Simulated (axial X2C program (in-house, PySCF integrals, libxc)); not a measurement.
# PmF⁻: the levels of the configuration f5 s2

Aim: the spin–orbit levels of PmF⁻ that arise from the configuration f5 s2 of Pm, and how they move with the bond.

The runs use an in-house X2C program for linear molecules on PySCF integrals; two-component X2C, average-of-configuration Hartree–Fock and CI in the open shells.

All values are calculated.

## Step 1: Set-up

The input, task.json:

```json
{
 "zs": [
  61,
  9
 ],
 "q": -1,
 "bas": [
  "dyall-v3z",
  "dyall-av3z"
 ],
 "r0": 2.22,
 "metal": 0,
 "shells": [
  [
   3,
   [
    0,
    1,
    2,
    3
   ],
   5
  ],
  [
   0,
   [
    0
   ],
   2
  ]
 ],
 "fix": 0,
 "emax": 2.2,
 "nroots": 4,
 "opt": {
  "cfac": 2
 }
}
```

Keys: zs atomic numbers; q charge; bas basis sets; r0 starting distance in Å; metal index of the metal atom; shells open shells as [l, |m| values, electrons]; fix electron count of the first shell held; emax energy window in eV; nroots roots for each Ω; cfac factor on the speed of light (100 gives the non-relativistic limit).

Started as:

```
$ python soci.py task.json out
```

Two-component X2C with atomic mean-field Coulomb and Gaunt terms, basis Pm dyall-v3z, F dyall-av3z (cores contracted in-house). Orbitals come from Hartree–Fock averaged over the configuration Pm f5 s2; CI then distributes these electrons over the f, s shells of Pm. The speed of light was multiplied by 2, so these are model numbers.

## Step 2: CI at R = 2.191 Å

What does the calculation give? Wanted: lowest level of the model; next level; lowest curve, Re and ωe.

As calculated:

```
                 quantity                           value
lowest level of the model  Ω = 1/2, g∥ = 1.07, 100% f5 s2
               next level         Ω = 3/2, 74 cm⁻¹ higher
  lowest curve, Re and ωe             2.195 Å, 421.9 cm⁻¹
```

In words: In the lowest level ⟨Sz⟩ = 0.04 and ⟨Lz⟩ = 0.46; its leading determinant has weight 0.06 among 1101. From 2.191 to 2.038 Å the gap from the lowest to the fifth level goes from 354 to 348 cm⁻¹. Without dynamic correlation distances can be off by several hundredths of an Å, and the wavenumbers are rough. There is no dynamic correlation: spin–orbit spacings and, for f shells, spacings inside one term are the most reliable numbers, splittings between terms come out too wide, and energies between configurations are not reliable, so the lowest level need not be the ground state of the molecule. At most 4 roots were kept for each Ω > 0 (twice that for Ω = 0) within 2.2 eV of the lowest, so higher up levels can be missing between those listed; levels with Ω > 0 are doubly degenerate and listed once, Ω = 0 levels singly. For an anion, levels above electron detachment are held by the basis set.
